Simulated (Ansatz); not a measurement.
# InBi: the cost of one run

Computed with Ansatz 0.2.0 (DFT PBEsol, scalar-relativistic, plane waves, PAW, unless a step's input says otherwise).

The COD entry's cell or inner coordinates are ideal or old and differ from later refinements, so a difference from it is no clean test against experiment.

1 further run of the same task is left out (set aside as unsound or not needed).

**1. The starting structure**

It takes space group P4/nmm (No. 129, tetragonal). The conventional cell has a = 4.884 Å, b = 4.884 Å, c = 4.901 Å, α = 90.00°, β = 90.00°, γ = 90.00°. In (site symmetry -4m2) has 4 Bi at 3.13 Å and 4 In at 3.45 Å as nearest neighbours. Around Bi (site symmetry 4mm) lie 4 In at 3.13 Å.

Coordinates:

```
In Bi
1.0
     4.88380    0.00000    0.00000
     0.00000    4.88380    0.00000
     0.00000    0.00000    4.90073
In Bi
2 2
Direct
  0.00000 0.00000 0.00000
  0.50000 0.50000 0.00000
  0.00000 0.50000 0.39814
  0.50000 0.00000 0.60186
```

This cell was relaxed beforehand with the same method: volume 29.22 Å³/atom, gap on the mesh none (metal).

**2. Bands, states and charges**

Input file input.yaml:

```yaml
crystal:
  lattice:
    - [4.8837951511, 0.0, 0.0]
    - [0.0, 4.8837951511, 0.0]
    - [0.0, 0.0, 4.9007345049]
  atoms:
    - { symbol: In, position: [0.0, 0.0, 0.0] }
    - { symbol: In, position: [0.5, 0.5, 0.0] }
    - { symbol: Bi, position: [0.0, 0.5, 0.3981441462] }
    - { symbol: Bi, position: [0.5, 0.0, 0.6018558538] }
basis:
  ecutwfc: 420
kpoints:
  mp_grid: { grid: [8, 8, 10] }
  band_path:
    path:
      - [[0.0, 0.0, 0.0], [0.0, 0.5, 0.0], [0.5, 0.5, 0.0], [0.0, 0.0, 0.0], [0.0, 0.0, 0.5], [0.0, 0.5, 0.5], [0.5, 0.5, 0.5], [0.0, 0.0, 0.5]]
      - [[0.0, 0.5, 0.0], [0.0, 0.5, 0.5]]
      - [[0.5, 0.5, 0.0], [0.5, 0.5, 0.5]]
    npoints: 14
hamiltonian:
  xc: pbesol
scf:
  occupations: { method: gaussian, width: 0.1 }
  n_extra_bands: 10
output:
  forces: true
  stress: true
  eigenvalues: true
  populations: true
  dos: { projected: true, de: 0.02, nscf_kmesh: { grid: [12, 12, 15] } }
  bader: true
  write_density: true
  write_potential: true
  elf: true
  volumetric_format: npy
```

On the command line:

```
$ ansatz run input.yaml --threads 1 --pin off --max-ram 2560MiB --backend cpu --events-out ev --progress --plain --runs-dir out
```

**Question.** How long does this run take on 1 thread of Intel Xeon at 2.50GHz (Skylake/Cascade Lake), shared host, and how much memory does it need?

About 3.7 min, with a peak of 0.82 GiB.
